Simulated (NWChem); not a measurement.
**U-r2SCAN/cc-pVDZ run of GeH2F (SMILES [F][GeH2])**

What is the vertical ionisation energy of GeH2F at U-r2SCAN/cc-pVDZ? 

The calculation is run with NWChem 7.3.0.

## Step 1: Starting point

The species is GeH2F (4 atoms), meant as a doublet with charge 0. SMILES: `[F][GeH2]`. The shape is that of a PBE0-D4/def2-TZVP optimisation.

Bond lengths: F1–Ge2 1.745 Å, Ge2–H3 1.549 Å, Ge2–H4 1.549 Å. Angles: F1–Ge2–H3 105.4°, F1–Ge2–H4 105.4°, H3–Ge2–H4 113.3°.

## Step 2: A single-point energy at U-r2SCAN/cc-pVDZ

Contents of fgeh2.nw:

```
echo
start fgeh2
title "FGeH2"
memory stack 880 mb heap 220 mb global 1100 mb
geometry units au noautosym nocenter noautoz
 F    0.26116015  -1.10624567   2.72498507
 Ge   0.57768928  -0.42178687  -0.48584859
 H   -2.03863654  -0.99739745  -1.66673844
 H    1.30466692   2.41129054  -0.61057051
end
basis "ao basis" spherical bse
 * library cc-pVDZ
end
dft
 xc r2scan
 mult 2
 grid fine
 convergence energy 1e-08
 iterations 100
 mulliken
 print low
end
task dft
```

Command:

```sh
$ nwchem fgeh2.nw > fgeh2.out
```

Standard output:

```text
[...]
 d= 0,ls=0.0,diis     1  -2177.8733496799 -2.29D+03  1.51D-02  1.33D-01     3.6
[...]
 d= 0,ls=0.0,diis     8  -2177.9424913957 -9.64D-10  2.71D-06  3.51D-08    17.4
[...]
         Total DFT energy =    -2177.942491395673
      One electron energy =    -3259.530975685651
           Coulomb energy =     1058.747690138673
    Exchange-Corr. energy =      -90.175188686642
 Nuclear repulsion energy =      113.015982837947
[...]
      Total Density - Mulliken Population Analysis
     ---------------------------------------------
    Atom       Charge   Shell Charges
 -----------   ------   -------------------------------------------------------
    1 F    9     9.37   2.01  0.90  1.04  3.31  2.12  0.00
    2 Ge  32    31.53   2.00  2.00  2.01  0.97  0.45  6.00  6.00  1.30  0.63  9.91  0.25
    3 H    1     1.05   0.70  0.34  0.01
    4 H    1     1.05   0.70  0.34  0.01
[...]
      <S2> =      0.7520 (Exact =     0.7500)
[...]
```

It took 18 s on 1 thread of AMD EPYC 9R45 (Zen 5), shared host; peak memory 0.11 GiB.

## Step 3: The singlet cation, same level

Contents of fgeh2.nw:

```
start fgeh2
memory stack 880 mb heap 220 mb global 1100 mb
charge 1

geometry units angstroms noautosym nocenter noautoz
  F     0.138200   -0.585400    1.442000
  Ge    0.305700   -0.223200   -0.257100
  H    -1.078800   -0.527800   -0.882000
  H     0.690400    1.276000   -0.323100
end

basis spherical bse
  * library cc-pVDZ
end

dft
  xc r2scan
  grid fine
  convergence energy 1e-08
  maxiter 100
  mulliken
  print low
end

task dft energy
```

Command:

```sh
$ nwchem fgeh2.nw > fgeh2.out
```

Standard output:

```text
[...]
 d= 0,ls=0.0,diis     1  -2177.3867806265 -2.29D+03  5.01D-02  2.39D+00     3.5
[...]
 d= 0,ls=0.0,diis    11  -2177.6006783539 -1.35D-09  1.86D-07  2.17D-10    21.5
         Total DFT energy =    -2177.600678353905
      One electron energy =    -3246.224547617594
           Coulomb energy =     1045.439617909496
    Exchange-Corr. energy =      -89.831739667459
 Nuclear repulsion energy =      113.015991021652
[...]
      Total Density - Mulliken Population Analysis
     ---------------------------------------------
    Atom       Charge   Shell Charges
 -----------   ------   -------------------------------------------------------
    1 F    9     9.21   2.01  0.91  1.03  3.27  1.99  0.00
    2 Ge  32    31.06   2.00  2.00  2.01  1.07  0.32  6.00  6.00  1.16  0.34  9.92  0.24
    3 H    1     0.86   0.65  0.20  0.01
    4 H    1     0.86   0.65  0.20  0.01
[...]
```

Wall time 22 s (1 thread of AMD EPYC 9R45 (Zen 5), shared host); peak memory 0.11 GiB.

## Step 4: Summary of results

At U-r2SCAN/cc-pVDZ:

| quantity | value |
| --- | --- |
| doublet GeH2F: total energy | -2177.94249 Eh |
| doublet GeH2F: ⟨S²⟩ | 0.752 |
| singlet cation: total energy | -2177.60068 Eh |
| vertical ionisation energy (to the singlet cation) | 9.301 eV |

**Reading.** Removing an electron at fixed nuclei costs 9.30 eV (897 kJ/mol). Only the singlet of the ionised species was computed; a triplet could lie lower. Mulliken charges (doublet GeH2F) run from -0.37 on F1 to +0.47 on Ge2.
